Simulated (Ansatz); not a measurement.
# NaMnCl3: a series of runs, part 2 of 2

Runs on NaMnCl3, each read by itself: gap and moments.

Ansatz 0.2.0; DFT, PAW plane waves, r2scan. Earlier steps stand in the parts before.

### Step 3. A run

input.yaml reads:

```yaml
crystal:
  lattice:
    - [3.2955, 1.90265781, 6.209]
    - [-3.2955, 1.90265781, 6.209]
    - [0.0, -3.80531562, 6.209]
  atoms:
    - { symbol: Na, position: [0.1449, 0.1449, 0.1449] }
    - { symbol: Na, position: [0.8551, 0.8551, 0.8551] }
    - { symbol: Mn, position: [0.3407, 0.3407, 0.3407], spin: 4.5 }
    - { symbol: Mn, position: [0.6593, 0.6593, 0.6593], spin: -4.5 }
    - { symbol: Cl, position: [0.449, 0.7169, 0.0672] }
    - { symbol: Cl, position: [0.0672, 0.449, 0.7169] }
    - { symbol: Cl, position: [0.7169, 0.0672, 0.449] }
    - { symbol: Cl, position: [0.551, 0.2831, 0.9328] }
    - { symbol: Cl, position: [0.9328, 0.551, 0.2831] }
    - { symbol: Cl, position: [0.2831, 0.9328, 0.551] }
  symmetry: { tolerance: 0.0003 }
hamiltonian:
  xc: r2scan
  pseudopotentials: { kind: paw, azcp: { folder: soft_1 } }
basis:
  ecutwfc: 500
magnetization:
  spin_polarized: true
scf:
  occupations: { method: fermi_dirac, width: 0.05 }
kpoints:
  mp_grid: { grid: [4, 4, 4], shift: [0, 0, 0] }
output:
  forces: true
  stress: true
  eigenvalues: true
  write_density: true
  write_potential: true
  elf: true
  volumetric_format: npy
```

Command:

```
> ansatz run input.yaml --threads 4 --pin off --max-ram 10240MiB --backend cpu --events-out ev --progress --plain --runs-dir out
```

Output:

```text
Warning: RAYON_NUM_THREADS=4 ignored (pool sized by the plan → 4); use --threads N
Engine: ansatz 0.2.0, x86_64-unknown-linux-gnu
Pseudopotentials: kind: paw
Pseudopotential: Na, paw, valence charge 9, recommended cutoff 500 eV (meta_gga), <dir>
Pseudopotential: Mn, paw, valence charge 15, recommended cutoff 500 eV (meta_gga), <dir>
Pseudopotential: Cl, paw, valence charge 7, recommended cutoff 500 eV (meta_gga), <dir>
Functional definition: r2SCAN
  parameter k0 = 0.174
  parameter k1 = 0.065
  parameter a1 = 4.9479
  exchange = r2scan_x(k0 = k0, k1 = k1, a1 = a1)
  correlation = r2scan_c
Crystal: 10 atoms, lattice volume = 233.590 Å³
Basis set: ecut = 500 eV, 5909 PW (Γ), exchange–correlation on 216×216×216 points (64 copies of the dense FFT grid, shifted against one another)
Bands: 60, of which v1, the nominal top of the filled ones, is band 45 counted from 1 (44 counted from 0)
Symmetry: 3 space group operations
Space group: R3 (ITA 146), of the structure as read, at distance tolerance 1.8e-3 Å
Magnetic group: BNS 148.19 (UNI 1249), of the structure as read, at distance tolerance 1.8e-3 Å
k-points: 14 of 64 (time reversal used)
Non-local potential: Na, projectors of the file, l = 0: 3, l = 1: 2, l = 2: 1
Non-local potential: Mn, projectors of the file, l = 0: 3, l = 1: 2, l = 2: 3, l = 3: 1
Non-local potential: Cl, projectors of the file, l = 0: 2, l = 1: 2, l = 2: 1
PAW form: soft (Blöchl's): semilocal exchange-correlation on the pseudo side does not see the compensation charge
PAW frozen core: Na, regenerated for the run's functional (the file was generated under x = pbe(κ = 0.804, μ = 0.2195149727645171), c = pbe(β = 0.06672455060314922))
PAW frozen core: Mn, regenerated for the run's functional (the file was generated under x = pbe(κ = 0.804, μ = 0.2195149727645171), c = pbe(β = 0.06672455060314922))
PAW frozen core: Cl, regenerated for the run's functional (the file was generated under x = pbe(κ = 0.804, μ = 0.2195149727645171), c = pbe(β = 0.06672455060314922))
PAW one-centre angular grid: Na, 302 points (default); XC on 317 of its mesh's 2451 points in the sphere
PAW one-centre angular grid: Mn, 590 points (default); XC on 160 Gauss nodes
PAW one-centre angular grid: Cl, 302 points (default); XC on 160 Gauss nodes
Initial density: superposition of atomic densities (chi_scale 0.1, normalization cell, long waves kept (reshape's long-wave potential 0.01 eV rms))
Starting moments: Σ|m| = 9 μB on 2 of 10 sites
Starting magnetic order: antiferromagnet; an inversion exchanges its spin sublattices: spin-degenerate at every k-point
Initial wavefunctions: pseudopotential atomic-orbital guess
Functional: x = r2scan, c = r2scan; τ floored in thin density (d = 2e-4 eV/Å³)
SCF iter   1: F=—  HF=-17310.743487 eV  |F-HF|=—  |Δ(HF+E_count)|=         —  Δρ=6.22e-2 (↑6.22e-2 ↓6.22e-2)  dr2=3.32e1  dr2_τ=8.86e-2  dr2_m=6.28e-1  M=-0.000 μB ∫|m|=9.051 μB  β_m=0.30  ethr=3.10e-3  ⟨swp⟩=7.8  Hψ=7234  notcnv=0  defer=36
Mixer restart at iter 1: flushing history
preconditioner: auto → Resta (q_TF=auto, 2.327 Å⁻¹)  ε∞=4.1  [insulator: Δε(μ)=1.323 eV  Ē_g=10.581 eV  σ=0.050 eV  W_gap=1.00  n_scr=58 (ndim 8)  ℏωp=18.5 eV  f_vac=0.035  D(μ)=0.00/eV (n_scr^D=0)  ε∞_Penn≈4.1]
spin=Collinear: Resta preconditioning applied to the charge; magnetization (m = ρ↑ − ρ↓) channel mixes plain (no charge-response kernel on spin).
SCF iter   2: F=—  HF=-17305.886432 eV  |F-HF|=—  |Δ(HF+E_count)|=    4.86e0  Δρ=2.77e-2 (↑2.77e-2 ↓2.77e-2)  dr2=5.85e0  dr2_τ=6.10e-2  dr2_m=4.27e-1  M=-0.000 μB ∫|m|=9.473 μB  β_m=0.30  ethr=3.10e-3  ⟨swp⟩=4.0  Hψ=3803  notcnv=0  defer=148  κ⁻¹=1.0e0(r=1)
SCF iter   3: F=—  HF=-17304.644898 eV  |F-HF|=—  |Δ(HF+E_count)|=    1.24e0  Δρ=1.04e-2 (↑1.04e-2 ↓1.04e-2)  dr2=8.37e-1  dr2_τ=7.88e-3  dr2_m=8.30e-2  M=0.000 μB ∫|m|=9.589 μB  β_m=0.30  ethr=3.10e-3  ⟨swp⟩=3.0  Hψ=3224  notcnv=0  defer=262  κ⁻¹=1.9e-2(r=2)
SCF iter   4: F=—  HF=-17304.381106 eV  |F-HF|=—  |Δ(HF+E_count)|=   2.64e-1  Δρ=4.68e-3 (↑4.68e-3 ↓4.68e-3)  dr2=1.96e-1  dr2_τ=1.29e-3  dr2_m=7.41e-3  M=0.000 μB ∫|m|=9.651 μB  β_m=0.30  ethr=9.30e-4  ⟨swp⟩=3.0  Hψ=3202  notcnv=0  defer=272  κ⁻¹=3.4e-3(r=3)
SCF iter   5: F=—  HF=-17304.423158 eV  |F-HF|=—  |Δ(HF+E_count)|=         —  Δρ=2.31e-3 (↑2.31e-3 ↓2.31e-3)  dr2=4.99e-2  dr2_τ=4.11e-4  dr2_m=3.32e-4  M=0.000 μB ∫|m|=9.693 μB  β_m=0.30  ethr=2.18e-4  ⟨swp⟩=2.1  Hψ=2796  notcnv=0  defer=272
Mixer restart at iter 5: flushing history
SCF iter   6: F=—  HF=-17304.420844 eV  |F-HF|=—  |Δ(HF+E_count)|=   2.31e-3  Δρ=1.71e-3 (↑1.71e-3 ↓1.71e-3)  dr2=3.11e-2  dr2_τ=2.07e-4  dr2_m=2.07e-4  M=0.000 μB ∫|m|=9.694 μB  β_m=0.30  ethr=5.55e-5  ⟨swp⟩=2.0  Hψ=1822  notcnv=0  defer=272  κ⁻¹=1.0e0(r=1)
SCF iter   7: F=—  HF=-17304.420219 eV  |F-HF|=—  |Δ(HF+E_count)|=   6.25e-4  Δρ=5.19e-4 (↑5.19e-4 ↓5.19e-4)  dr2=3.55e-3  dr2_τ=3.96e-5  dr2_m=1.24e-5  M=0.000 μB ∫|m|=9.697 μB  β_m=0.30  ethr=3.45e-5  ⟨swp⟩=2.0  Hψ=3032  notcnv=0  defer=272  κ⁻¹=2.2e-2(r=2)
SCF iter   8: F=—  HF=-17304.419711 eV  |F-HF|=—  |Δ(HF+E_count)|=   5.08e-4  Δρ=3.30e-4 (↑3.30e-4 ↓3.30e-4)  dr2=1.13e-3  dr2_τ=8.87e-6  dr2_m=3.10e-5  M=0.000 μB ∫|m|=9.697 μB  β_m=0.30  ethr=3.95e-6  ⟨swp⟩=2.9  Hψ=2882  notcnv=0  defer=272  κ⁻¹=3.8e-3(r=3)
SCF iter   9: F=—  HF=-17304.420028 eV  |F-HF|=—  |Δ(HF+E_count)|=   3.17e-4  Δρ=1.86e-4 (↑1.86e-4 ↓1.86e-4)  dr2=5.25e-4  dr2_τ=3.09e-6  dr2_m=8.63e-6  M=0.000 μB ∫|m|=9.696 μB  β_m=0.30  ethr=1.25e-6  ⟨swp⟩=2.0  Hψ=1848  notcnv=0  defer=272  κ⁻¹=3.5e-3(r=4)
SCF iter  10: F=—  HF=-17304.420257 eV  |F-HF|=—  |Δ(HF+E_count)|=   2.28e-4  Δρ=6.93e-5 (↑6.93e-5 ↓6.93e-5)  dr2=5.26e-5  dr2_τ=4.22e-7  dr2_m=2.44e-6  M=0.000 μB ∫|m|=9.695 μB  β_m=0.30  ethr=5.84e-7  ⟨swp⟩=2.0  Hψ=2660  notcnv=0  defer=272  κ⁻¹=3.1e-4(r=5)
SCF iter  11: F=—  HF=-17304.420240 eV  |F-HF|=—  |Δ(HF+E_count)|=   1.65e-5  Δρ=4.43e-5 (↑4.43e-5 ↓4.43e-5)  dr2=1.82e-5  dr2_τ=1.49e-7  dr2_m=1.50e-6  M=0.000 μB ∫|m|=9.695 μB  β_m=0.30  ethr=5.85e-8  ⟨swp⟩=2.9  Hψ=2788  notcnv=0  defer=272  κ⁻¹=1.1e-4(r=6)
SCF iter  12: F=—  HF=-17304.420226 eV  |F-HF|=—  |Δ(HF+E_count)|=   1.39e-5  Δρ=2.40e-5 (↑2.40e-5 ↓2.40e-5)  dr2=3.21e-6  dr2_τ=4.38e-8  dr2_m=1.96e-7  M=0.000 μB ∫|m|=9.695 μB  β_m=0.30  ethr=2.02e-8  ⟨swp⟩=2.0  Hψ=2912  notcnv=0  defer=272  κ⁻¹=8.1e-6(r=7)
SCF iter  13: F=—  HF=-17304.420231 eV  |F-HF|=—  |Δ(HF+E_count)|=   5.04e-6  Δρ=1.16e-5 (↑1.16e-5 ↓1.16e-5)  dr2=9.76e-7  dr2_τ=1.15e-8  dr2_m=2.43e-8  M=0.000 μB ∫|m|=9.695 μB  β_m=0.30  ethr=3.56e-9  ⟨swp⟩=3.0  Hψ=3222  notcnv=0  defer=272  κ⁻¹=3.5e-6(r=8)
SCF iter  14: F=—  HF=-17304.420232 eV  |F-HF|=—  |Δ(HF+E_count)|=   7.41e-7  Δρ=4.51e-6 (↑4.51e-6 ↓4.51e-6)  dr2=2.05e-7  dr2_τ=1.59e-9  dr2_m=1.18e-8  M=0.000 μB ∫|m|=9.695 μB  β_m=0.30  ethr=1.08e-9  ⟨swp⟩=2.0  Hψ=2644  notcnv=0  defer=272  κ⁻¹=8.7e-7(r=8)
SCF iter  15: F=-17304.420232 eV  HF=-17304.420232 eV  |F-HF|=1.91e-8  |Δ(HF+E_count)|=   1.23e-7  Δρ=1.52e-6 (↑1.52e-6 ↓1.52e-6)  dr2=1.34e-8  dr2_τ=1.60e-10  dr2_m=1.17e-9  M=0.000 μB ∫|m|=9.695 μB  ethr=1.11e-10  ⟨swp⟩=18.6  Hψ=15260  notcnv=0
SCF 1 converged in 15 iterations: F = -17304.420232 eV  dr2 = 1.34e-8
this state was not tested for a lower state beside it, because the mixer in use, unlike msr1, does not test its closes by its own steps (another_mixer; see scf.mixing.algorithm and scf.lower_state_search)
SCF converged after 15 iterations
Magnetization: 0.0000 μB (45.0000 up, 45.0000 down)
Absolute magnetization: 9.6995 μB (∫|ρ↑−ρ↓|, with the PAW one-centre terms)
Spin contamination: 5.0022 ħ² per cell (⟨S²⟩ above its minimum at these occupations)
Per-site moments (μB) at R_I (Å): [(-0.0014862057723221286, 1.1214570481800998), (0.0014862061119094924, 1.1214570481800996), (4.452920296621064, 1.0392687244722862), (-4.452920297421769, 1.0392687244722865), (0.0025037408196301714, 1.0392687244722862), (0.0025037408196304464, 1.0392687244722865), (0.002503740819629479, 1.0392687244722867), (-0.00250374314574594, 1.0392687244722865), (-0.0025037431457462225, 1.0392687244722867), (-0.0025037431457459606, 1.0392687244722867)]
Free energy (F): -17304.420232 eV
Harris-Foulkes:  -17304.420232 eV  (|F-HF|=1.91e-8)
Internal energy: -17304.420232 eV  (E = F + TS)
E sigma→0 (E₀):  -17304.420232 eV
Fermi energy:    4.857962 eV
--- Per-component energies (eV) ---
  E_band       = -1406.063618
  E_kinetic    = 1767.079838
  E_local      = -10931.778715  (includes V_loc(G=0)·N_el)
  E_nonlocal   = 1692.173479
  E_hartree    = 4082.734931
  E_xc         = -894.306377
  E_vxc        = -1170.724589  (∫ρ·V_xc dr)
  E_paw        = -7294.128137  (= ΣΔE_a)
  E_vpaw       = -999.257561  (= ΣTr[D̂ρ^β])
  E_aug_tail   = 0.000176  (compensation charges beyond the density's cutoff)
  E_vtau       = 70.976920  (kinetic-family band-sum trace: ∫τ·v_τ [+ j·A + Jᵃ·Aᵃ] dr)
  E_ewald      = -5724.758367
  E_core_change = -1.437059  (= ΣΔE_core)
  E_smearing   = -0.000000  (= −TS)
  E_closure    = -0.000000  (closes the sum)
  Σ components = -17304.420232   (vs F -17304.420232, Δ=0.00e0)
--- Forces (eV/Å), atoms counted from 1 ---
  atom   1  Na    -0.00000000     0.00000000     0.06575386
  atom   2  Na     0.00000000     0.00000000    -0.06575383
  atom   3  Mn     0.00000000     0.00000000    -0.02190342
  atom   4  Mn    -0.00000000     0.00000000     0.02190341
  atom   5  Cl     0.03929077     0.01023727    -0.03882946
  atom   6  Cl    -0.02851112     0.02890817    -0.03882946
  atom   7  Cl    -0.01077965    -0.03914544    -0.03882946
  atom   8  Cl    -0.03929077    -0.01023725     0.03882946
  atom   9  Cl     0.02851110    -0.02890818     0.03882946
  atom  10  Cl     0.01077967     0.03914543     0.03882946
  max |Σ_I F_I| component: 3.67e-8 eV/Å
--- Stress (GPa, compression-positive) ---
       -0.221651      -0.000000       0.000000
        0.000000      -0.221651      -0.000000
        0.000000      -0.000000      -0.399997
  P = ⅓ Tr σ = -0.2811 GPa (-2.811 kbar)
--- Band table (eV; the first three rows and the last of 28) ---
  k-point 0 ↑: bands = ["-80.9646", "-74.5374", "-49.5201", "-49.5194", "-48.4689", "-48.4654", "-48.4654", "-42.0773", "-42.0709", "-42.0709", "-19.9475", "-19.9475", "-19.9433", "-19.9387", "-19.9375", "-19.9375", "-12.2593", "-11.6799", "-11.6363", "-11.6363", "-11.5383", "-11.5383", "-1.4563", "-1.3114", "-0.8084", "-0.8084", "-0.5516", "-0.5516", "-0.4385", "-0.2128", "-0.2128", "0.3746", "0.6691", "0.6691", "0.7243", "1.1232", "1.1232", "1.3317", "1.4006", "1.4006", "1.5998", "1.7238", "1.7238", "2.9523", "2.9523", "6.7897", "6.9171", "6.9171", "7.5811", "7.6209", "7.6209", "9.7534", "9.9088", "10.9969", "10.9969", "11.3458", "11.5091", "11.5091", "12.0270", "12.2832"]
  k-point 1 ↑: bands = ["-80.9646", "-74.5374", "-49.5201", "-49.5194", "-48.4689", "-48.4654", "-48.4654", "-42.0773", "-42.0709", "-42.0709", "-19.9483", "-19.9471", "-19.9423", "-19.9403", "-19.9376", "-19.9367", "-12.1741", "-11.7325", "-11.6507", "-11.6447", "-11.5542", "-11.5500", "-1.4199", "-1.2546", "-0.8565", "-0.7046", "-0.6416", "-0.5768", "-0.3971", "-0.1640", "0.1031", "0.5063", "0.5931", "0.6447", "0.7844", "0.8905", "1.0415", "1.1883", "1.2957", "1.3994", "1.5861", "1.6718", "1.7552", "2.8858", "2.9235", "6.8131", "6.8944", "6.9121", "7.5602", "7.6065", "8.2577", "9.6256", "10.3044", "10.6042", "10.7695", "10.9262", "11.7534", "11.9592", "12.0864", "12.1978"]
  k-point 2 ↑: bands = ["-80.9646", "-74.5374", "-49.5201", "-49.5194", "-48.4689", "-48.4654", "-48.4654", "-42.0773", "-42.0709", "-42.0709", "-19.9489", "-19.9464", "-19.9421", "-19.9408", "-19.9379", "-19.9362", "-12.0140", "-11.8901", "-11.6591", "-11.6131", "-11.5812", "-11.5664", "-1.4066", "-1.0906", "-0.8915", "-0.7585", "-0.6451", "-0.4506", "-0.1621", "-0.0539", "0.0721", "0.1454", "0.4484", "0.7257", "0.7991", "0.9540", "1.0104", "1.1303", "1.2122", "1.4183", "1.5151", "1.6415", "1.8171", "2.8279", "2.9013", "6.8209", "6.8630", "6.9036", "7.5220", "7.6001", "8.9388", "9.8536", "9.9369", "10.1985", "10.9515", "11.2961", "11.5066", "11.7799", "11.8667", "12.1128"]
  k-point 13 ↓: bands = ["-80.9646", "-74.5374", "-49.5201", "-49.5194", "-48.4689", "-48.4654", "-48.4654", "-42.0773", "-42.0709", "-42.0709", "-19.9476", "-19.9476", "-19.9435", "-19.9386", "-19.9375", "-19.9375", "-12.1338", "-11.8271", "-11.6494", "-11.6494", "-11.5256", "-11.5256", "-1.4213", "-0.8072", "-0.6930", "-0.6930", "-0.5664", "-0.5664", "-0.4357", "-0.1618", "-0.1618", "0.3405", "0.4343", "0.5832", "0.5832", "0.9537", "1.1203", "1.1203", "1.3335", "1.3335", "1.4958", "1.6643", "1.6643", "2.9010", "2.9010", "6.7592", "6.9318", "6.9318", "7.5802", "7.5802", "8.9167", "9.4249", "9.8855", "11.1705", "11.6313", "11.6313", "11.7185", "11.8930", "11.8930", "12.0783"]
```

It took 14 s on 4 threads of AMD EPYC 9R45 (Zen 5), shared host; peak memory 1.5 GiB.

Axes a, b and c in the maps are those of this run's conventional cell (a, b, c = 6.591, 6.591, 18.627 Å).

Density in a lattice plane of the grid's cell (edges 6.59 and 18.63 Å, at 0.010 of the third edge), which holds Na and Mn and Cl.

Values in e/Å³, 12 rows by 6 columns:
```
 0.04  0.16  1.25  0.86  0.02  0.02
 8.35  0.05  0.05  0.03  0.05  0.05
 0.05  0.07  0.02  0.17  1.13  0.77
23.78  0.23  0.11  0.05  0.11  0.20
 0.06  0.43  0.96  0.32  0.02  0.06
 0.00  0.01  0.04  0.03  0.04  0.02
 0.06  0.06  0.02  0.23  1.30  0.49
23.78  0.25  0.10  0.04  0.10  0.18
 0.05  0.59  1.25  0.20  0.02  0.06
 8.35  0.06  0.05  0.03  0.05  0.04
 0.04  0.02  0.02  0.71  1.03  0.21
 0.00  0.02  0.10  0.10  0.10  0.02
```
Columns run along the first of these edges and rows up along the second, over one cell in 6 and 12 even steps from the bottom left corner. Atoms in the plane (fractional): Na at (0.00, 0.86), Na at (0.00, 0.14), Mn at (0.00, 0.66), Mn at (0.00, 0.34), Cl at (0.36, 0.92), Cl at (0.64, 0.08), Cl at (0.70, 0.74).

ELF in the same plane.

Ten even steps from ' ' (0.00) to '@' (0.88):
```
  --@@%%@@      
--  @@##@@..    
------##--    --
        ..%%@@..
        ##%%**##
--..    --@@@@..
%%--**%%..    ::
..--@@##%%      
  ==@@@@##      
    ..::  ....  
        **@@@@==
..      %%%%@@==
%%--    ..##**::
--..@@@@--      
  **%%%%%%      
  ..@@@@::      
--==    ::##==::
--      @@##@@  
        %%%%@@==
    ::--  --::  
```
Columns run along the first of these edges and rows up along the second, over one cell in 8 and 20 even steps from the bottom left corner. Atoms in the plane (fractional): Na at (0.00, 0.86), Na at (0.00, 0.14), Mn at (0.00, 0.66), Mn at (0.00, 0.34), Cl at (0.36, 0.92), Cl at (0.64, 0.08), Cl at (0.70, 0.74).

Both are smooth fields of the valence electrons: close to the nuclei they are not physical.

Spin density (up less down) in a lattice plane of the grid's cell (edges 6.59 and 18.63 Å, at 0.010 of the third edge), which holds Na and Mn and Cl.

Values in e/Å³, 12 rows by 6 columns:
```
 0.00  0.00  0.00  0.00  0.00  0.00
 0.00  0.00  0.00  0.00  0.00  0.00
 0.01  0.00  0.00  0.00  0.00  0.00
 7.67  0.12  0.00  0.00  0.00  0.08
 0.03  0.00  0.00  0.00  0.00  0.00
 0.00  0.00  0.00  0.00  0.00  0.00
-0.03  0.00  0.00  0.00  0.00  0.00
-7.67 -0.11  0.00  0.00  0.00 -0.09
-0.01  0.00  0.00  0.00  0.00  0.00
 0.00  0.00  0.00  0.00  0.00  0.00
 0.00  0.00  0.00  0.00  0.00  0.00
 0.00  0.00  0.00  0.00  0.00  0.00
```
Columns run along the first of these edges and rows up along the second, over one cell in 6 and 12 even steps from the bottom left corner. Atoms in the plane (fractional): Na at (0.00, 0.86), Na at (0.00, 0.14), Mn at (0.00, 0.66), Mn at (0.00, 0.34), Cl at (0.36, 0.92), Cl at (0.64, 0.08), Cl at (0.70, 0.74).

The highest ELF values outside the cores: 0.89 in the shell around Cl, 0.9 Å from Cl.

### Step 4. Results

This closing draws on all 2 parts.

| step | level | volume (Å³/atom) | pressure (GPa) | gap on the mesh (eV) | largest spin moment (μB) | time |
| --- | --- | --- | --- | --- | --- | --- |
| 2 | DFT, PAW plane waves, r2scan | 23.359 | -0.3 | 3.50 | 4.46 | 9.6 s |
| 3 | DFT, PAW plane waves, r2scan | 23.359 | -0.3 | 3.81 | 4.45 | 14 s |

Each row holds for the state that its run reached, which need not be the ground state, so the rows aren't joined into a trend here.

These are semilocal Kohn-Sham gaps, which aren't the measured quantity. Such gaps usually fall short of the measured ones.
